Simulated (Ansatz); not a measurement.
# InBiSe4: the cost of one run

Program: Ansatz 0.2.0. Level of theory: DFT PBE, scalar-relativistic, plane waves, PAW, unless a step names another level. These are calculated values, not measurements.

4 further runs of the same task are left out: 3 that didn't finish, 1 set aside as unsound or not needed.

## Step 1: Starting point

It takes space group P2/m (No. 10, monoclinic). Conventional cell: a = 5.822 Å, b = 4.282 Å, c = 7.547 Å, α = 90.00°, β = 107.13°, γ = 90.00°. In (site symmetry 2/m) has 6 Se at 2.64 to 2.91 Å as nearest neighbours. Around Bi (site symmetry 2/m) lie 6 Se at 2.97 to 3.08 Å. Se (site symmetry m) has 1 In at 2.64 Å and 2 Bi at 2.97 Å as nearest neighbours. Se (site symmetry m) has 1 Se at 2.42 Å and 2 In at 2.91 Å and 1 Bi at 3.08 Å as nearest neighbours.

Structure file:

```
CELL_PARAMETERS angstrom
5.79963 0.00000 -0.50641
0.00000 4.28212 0.00000
-1.58765 0.00000 7.37831
ATOMIC_POSITIONS crystal
In 0.00000 0.00000 0.00000
Bi 0.00000 0.50000 0.50000
Se 0.75214 0.00000 0.64508
Se 0.24786 0.00000 0.35492
Se 0.28866 0.50000 0.91344
Se 0.71134 0.50000 0.08656
```

It came out lowest among 27 distinct ends of the trial cells. At a tolerance of 0.05 Å it has space group P2/m (No. 10).

## Step 2: Relaxing to 0.001 eV/Å, on the response runs' mesh and smearing

The input, input.yaml:

```yaml
crystal:
  lattice:
    - [5.7996250527, 0.0, -0.5064074373]
    - [0.0, 4.2821241383, 0.0]
    - [-1.5876486858, 0.0, 7.3783106598]
  atoms:
    - { symbol: In, position: [0.0, 0.0, 0.0] }
    - { symbol: Bi, position: [0.0, 0.5, 0.5] }
    - { symbol: Se, position: [0.7521443456, 0.0, 0.6450826678] }
    - { symbol: Se, position: [0.2478556544, 0.0, 0.3549173322] }
    - { symbol: Se, position: [0.2886554084, 0.5, 0.9134350108] }
    - { symbol: Se, position: [0.7113445916, 0.5, 0.0865649892] }
basis:
  ecutwfc: 420
kpoints:
  mp_grid: { grid: [6, 8, 4] }
hamiltonian:
  xc: pbe
scf:
  occupations: { method: gaussian, width: 0.1 }
output:
  forces: true
  stress: true
  eigenvalues: true
relax:
  adjacent_minimum: "off"
  f_tol: 0.001
  max_steps: 60
  cell: { stress_tol: 0.01 }
```

Launch:

```sh
$ ansatz run input.yaml --threads 3 --pin off --max-ram 7680MiB --backend cpu --events-out ev --progress --plain --runs-dir out
```

What time and memory should one allow on 3 threads of Intel Xeon Platinum 8259CL at 2.50GHz (Skylake/Cascade Lake), shared host?

About 68 s, with a peak of 0.93 GiB.
